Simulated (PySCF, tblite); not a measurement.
# C2H16Si5: geometry, infrared bands and NMR shifts

Aim: predict the infrared bands and NMR shifts of C2H16Si5 (`CC[SiH2][SiH2][SiH2][SiH2][SiH3]`).

Programs: tblite 0.8.0 and PySCF 2.14.0, with density-fitted response routines of our own. Each step states its level of theory. These are calculated values for one molecule in the gas phase, unless marked as measured. Atoms count from 0, in the outputs and in this text.

### Step 1. The molecule as given

23 atoms, charge 0, multiplicity 1; geometry from: force field or distance geometry start.

Bonds of the start (Å): C0–C1 1.51, C1–Si2 1.87, Si2–Si3 2.22, Si3–Si4 2.24, Si4–Si5 2.22, Si5–Si6 2.23, C0–H7 1.10, C0–H8 1.12, C0–H9 1.12, C1–H10 1.11, C1–H11 1.12, Si2–H12 1.49, Si2–H13 1.47, Si3–H14 1.47, Si3–H15 1.49, Si4–H16 1.46, Si4–H17 1.48, Si5–H18 1.49, Si5–H19 1.48, Si6–H20 1.47, Si6–H21 1.47, Si6–H22 1.47.

### Step 2. Geometry optimisation with GFN2-xTB

The job: settings as JSON, then the geometry in Å.

```
{"job": {"kind": "relax", "xc": "GFN2-xTB", "basis": "xTB"}, "charge": 0, "multiplicity": 1}
C     -4.242400    -0.291600     0.574400
C     -2.998400    -1.127700     0.392200
Si    -1.908100    -0.189100    -0.797600
Si     0.255500    -0.566100    -0.492600
Si     1.204600     1.432900    -0.152000
Si     3.421400     1.336200    -0.233300
Si     4.235900    -0.518000     0.688200
H     -4.810600    -0.546300     1.485200
H     -4.866000    -0.368900    -0.352800
H     -3.893400     0.770000     0.589600
H     -2.508600    -1.312300     1.368900
H     -3.343900    -2.088800    -0.061100
H     -2.200000     1.247400    -0.535700
H     -2.332600    -0.521800    -2.161400
H      0.783000    -1.205700    -1.707500
H      0.510700    -1.477300     0.658100
H      0.809300     1.912000     1.167900
H      0.687600     2.293500    -1.245000
H      3.933900     2.473100     0.580700
H      3.953600     1.557100    -1.591200
H      5.146700    -0.199800     1.794000
H      4.995200    -1.215200    -0.363200
H      3.161800    -1.366800     1.223300
```

Run with:

```
> OMP_NUM_THREADS=1 python probes_run.py task.json out
```

The driver reads the jobs from task.json and runs them one after another.

**Question.** This job is followed by: GFN2-xTB harmonic vibrations, gas phase; GIAO PBE0/pcSseg-1 NMR shielding, non-relativistic, gas phase. What will the session give for the following? strongest single infrared mode (GFN2-xTB); zero-point energy (GFN2-xTB); ¹³C shifts against TMS (PBE0/pcSseg-1); ¹H shifts against TMS (PBE0/pcSseg-1, means over atoms taken as alike); ²⁹Si shifts against TMS (PBE0/pcSseg-1).

**Answer**, as computed:

| quantity | value |
| --- | --- |
| strongest single infrared mode (GFN2-xTB) | 551 cm⁻¹, 1012 km/mol |
| zero-point energy (GFN2-xTB) | 96.4 kcal/mol |
| ¹³C shifts against TMS (PBE0/pcSseg-1) | 15.0, 6.9 ppm |
| ¹H shifts against TMS (PBE0/pcSseg-1, means over atoms taken as alike) | 3.94, 3.49, 3.49, 3.44, 3.32, 1.25, 0.75 ppm |
| ²⁹Si shifts against TMS (PBE0/pcSseg-1) | -64.4, -117.1, -125.5, -128.6, -130.3 ppm |

**Reading.** Relaxing lowered the energy by 0.820 eV in 270 steps; the close pair that moved most is Si4–Si5, from 2.220 to 2.326 Å. The lowest mode is imaginary (25i cm⁻¹), so the xTB geometry is not a minimum. The strongest single mode, at 551 cm⁻¹, has its largest shares on H19, H14, H12 and H16 (the list is cut at 4 atoms). GFN2-xTB is a fitted tight-binding method: band positions and strengths are rough. Its intensities can rank the bands wrongly. At PBE0/pcSseg-1: The largest span, 88 ppm, is at Si2, where the paramagnetic term is -469 ppm.
